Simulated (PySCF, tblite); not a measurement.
# C4H8N2Si2: geometry, infrared bands and NMR shifts

What infrared bands and NMR shifts should C4H8N2Si2 (`[H]/N=C\C(C#N)=C\[SiH2][SiH3]`) show?

Computed with tblite 0.8.0 and PySCF 2.14.0, with density-fitted response routines of our own, on a single molecule in the gas phase. Atoms are numbered from 0 throughout.

**1. The starting structure**

16 atoms, charge 0, multiplicity 1; geometry from: force field or distance geometry start.

Bonds of the start (Å): N0–C1 1.16, C1–C2 1.44, C2–C3 1.47, C3–N4 1.30, C2–C5 1.33, C5–Si6 1.84, Si6–Si7 2.24, C3–H8 1.06, N4–H9 1.05, C5–H10 1.09, Si6–H11 1.47, Si6–H12 1.46, Si7–H13 1.49, Si7–H14 1.48, Si7–H15 1.47.

**2. Relaxing the molecule with GFN2-xTB**

The job: settings as JSON, then the geometry in Å.

```
{"job": {"kind": "relax", "xc": "GFN2-xTB", "basis": "xTB"}, "charge": 0, "multiplicity": 1}
N     -1.562700    -2.498600    -0.622400
C     -1.501900    -1.432800    -0.166200
C     -1.391900    -0.130200     0.434300
C     -2.601900     0.645400     0.744100
N     -3.742100     0.068500     0.487500
C     -0.214100     0.431000     0.697500
Si     1.314700    -0.516400     0.296600
Si     3.099000     0.821200     0.050500
H     -2.602600     1.605600     1.187500
H     -3.776700    -0.884300     0.057800
H     -0.175900     1.420800     1.141900
H      1.517700    -1.505900     1.368600
H      1.134200    -1.204700    -0.981100
H      4.218000    -0.079900    -0.356100
H      2.858500     1.720300    -1.099500
H      3.420100     1.549000     1.282600
```

Started as:

```bash
$ OMP_NUM_THREADS=1 python probes_run.py task.json out
```

One launch serves the whole session: the jobs run in the order shown.

**Question.** This job is followed by: GFN2-xTB harmonic vibrations, gas phase; GIAO PBE0/pcSseg-1 NMR shielding, non-relativistic, gas phase. Predict these results of the whole session: strongest single infrared mode (GFN2-xTB); zero-point energy (GFN2-xTB); 13C shifts against TMS (PBE0/pcSseg-1); 1H shifts against TMS (PBE0/pcSseg-1, means over atoms taken as alike); 15N shifts against NH3 (PBE0/pcSseg-1); 29Si shifts against TMS (PBE0/pcSseg-1).

The runs gave:

```
                                                              quantity                              value
                             strongest single infrared mode (GFN2-xTB)              2242 cm⁻¹, 444 km/mol
                                          zero-point energy (GFN2-xTB)                      63.4 kcal/mol
                                13C shifts against TMS (PBE0/pcSseg-1)     167.3, 163.1, 136.8, 119.5 ppm
1H shifts against TMS (PBE0/pcSseg-1, means over atoms taken as alike)  11.62, 7.94, 7.48, 4.43, 3.59 ppm
                                15N shifts against NH3 (PBE0/pcSseg-1)                   364.1, 337.7 ppm
                               29Si shifts against TMS (PBE0/pcSseg-1)                  -82.1, -116.4 ppm
```

In words: The optimisation took 165 steps and gained 0.624 eV; among the close pairs (by a distance rule), Si6–Si7 changed most, from 2.244 to 2.320 Å. No mode is imaginary among the 42: a minimum at this level. The strongest single mode, at 2242 cm⁻¹, moves mainly H12 and H15. GFN2-xTB is a fitted tight-binding method: band positions and strengths are rough. Its intensities can rank the bands wrongly. At PBE0/pcSseg-1: The widest tensor belongs to N4: span 668 ppm, with a paramagnetic part of -418 ppm.
